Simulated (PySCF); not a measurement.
**CeOF: other functionals and bases at one geometry**

How far do other levels of theory move the description of CeOF, and what does each cost? The species was built from a template and needn't be a known compound.

The runs use PySCF 2.14.0; several levels, as the steps say, no spin–orbit coupling.

1 further run of the same task is left out (for a known fault of the program).

### 1 The system as given

3 atoms, charge 0, spin multiplicity 1.

Bond lengths: Ce1–O2 1.894 Å, Ce1–F3 2.127 Å. Angles: O2–Ce1–F3 109.8°.

As a file:

```
atom    x (Å)   y (Å)    z (Å)
 Ce1   0.0455  0.0000  -0.3837
  O2   1.5787  0.0000   0.7281
  F3  -1.7130  0.0000   0.8130
```

Formal oxidation states: Ce +3. Each metal's 1 4f electrons lie in its core potential, so multiplicities, spins and levels count the valence alone. An earlier session relaxed this geometry at PBE0, Ce lcecp-1-SVP with ECP47, O def2-SVP, F def2-SVP (singlet, point group Cs).

At PBE0 on the finer grid: E = -207.085634 Eh, HOMO -6.61 eV, LUMO -1.95 eV, Mulliken charge on Ce1 +0.96 e, largest force component 0.029 eV/Å. 

Levels to run: TPSS; wB97X; PBE0, TZVP. Hardware: 2 threads of Arm Neoverse V2, shared host.

### 2 TPSS

Contents of run.py (the lines that set the calculation):

```python
mol = gto.M(atom='''
Ce     0.04548     0.00000    -0.38375
O      1.57873     0.00000     0.72812
F     -1.71305     0.00000     0.81300''',
    basis={'Ce': 'lcecp-1-SVP', 'O': 'def2-SVP', 'F': 'def2-SVP'},
    ecp={'Ce': 'lcecp-1-SVP'},
    charge=0, spin=0)
mf = dft.RKS(mol, xc='TPSS')
mf.grids.atom_grid = (75, 302)  # f atoms: unpruned, at least (60, 302)
mf = mf.density_fit()  # fitting sets: Ce AutoAux, O def2-universal-JKFIT, F def2-universal-JKFIT
mf.conv_tol = 1e-08; mf.max_cycle = 55
mf.kernel(dm0)  # dm0: the density of the relaxed state
```

Run with:

```console
OMP_NUM_THREADS=2 python run.py
```

### 3 wB97X

Edit run.py (the lines that set the calculation) of step 2 so:

```diff
@@ -7,3 +7,3 @@
     charge=0, spin=0)
-mf = dft.RKS(mol, xc='TPSS')
+mf = dft.RKS(mol, xc='WB97X')
 mf.grids.atom_grid = (75, 302)  # f atoms: unpruned, at least (60, 302)
```

### 4 PBE0, TZVP

Basis: Ce lcecp-1-TZVP with ECP47, O def2-TZVP, F def2-TZVP. 

Contents of run.py (the lines that set the calculation):

```python
mol = gto.M(atom='''
Ce     0.04548     0.00000    -0.38375
O      1.57873     0.00000     0.72812
F     -1.71305     0.00000     0.81300''',
    basis={'Ce': 'lcecp-1-TZVP', 'O': 'def2-TZVP', 'F': 'def2-TZVP'},
    ecp={'Ce': 'lcecp-1-TZVP'},
    charge=0, spin=0)
mf = dft.RKS(mol, xc='PBE0')
mf.grids.atom_grid = (75, 302)  # f atoms: unpruned, at least (60, 302)
mf = mf.density_fit()  # fitting sets: Ce AutoAux, O def2-universal-JKFIT, F def2-universal-JKFIT
mf.conv_tol = 1e-08; mf.max_cycle = 55
mf.kernel(dm0)  # dm0: free metal ions and neutral atoms
```

Before running it: what results should come out? Wanted: for each run, HOMO; gap; charge on Ce1; dipole; largest force.

**Answer**, as computed:

| level | state | HOMO (eV) | gap (eV) | charge on Ce1 (e) | dipole (D) | largest force (eV/Å) | basis functions | time |
| --- | --- | --- | --- | --- | --- | --- | --- | --- |
| PBE0 (relaxed here) | singlet | -6.61 | 4.66 | 0.96 | 7.55 | 0.03 | 61 | 3.2 s |
| TPSS | singlet | -5.19 | 2.87 | 0.88 | 7.15 | 0.80 | 61 | 2.2 s |
| wB97X | singlet | -8.80 | 8.55 | 0.98 | 7.94 | 0.40 | 61 | 1.9 s |
| PBE0, TZVP | singlet | -6.58 | 4.66 | 1.29 | 7.78 | 0.34 | 109 | 5.1 s |

Times are on 2 threads of Arm Neoverse V2, shared host; the first row also made further properties.

In one basis the HOMO–LUMO gap runs from 2.87 eV (TPSS) to 8.55 eV (wB97X). The largest leftover force, 0.80 eV/Å with TPSS, stands at a geometry relaxed at another level. The Mulliken charge on Ce spans +0.88 to +1.29 e over the levels. With 4f in the core, its levels are missing from HOMO and gap. Total energies of different levels can't be compared. Spin–orbit coupling is left out throughout.
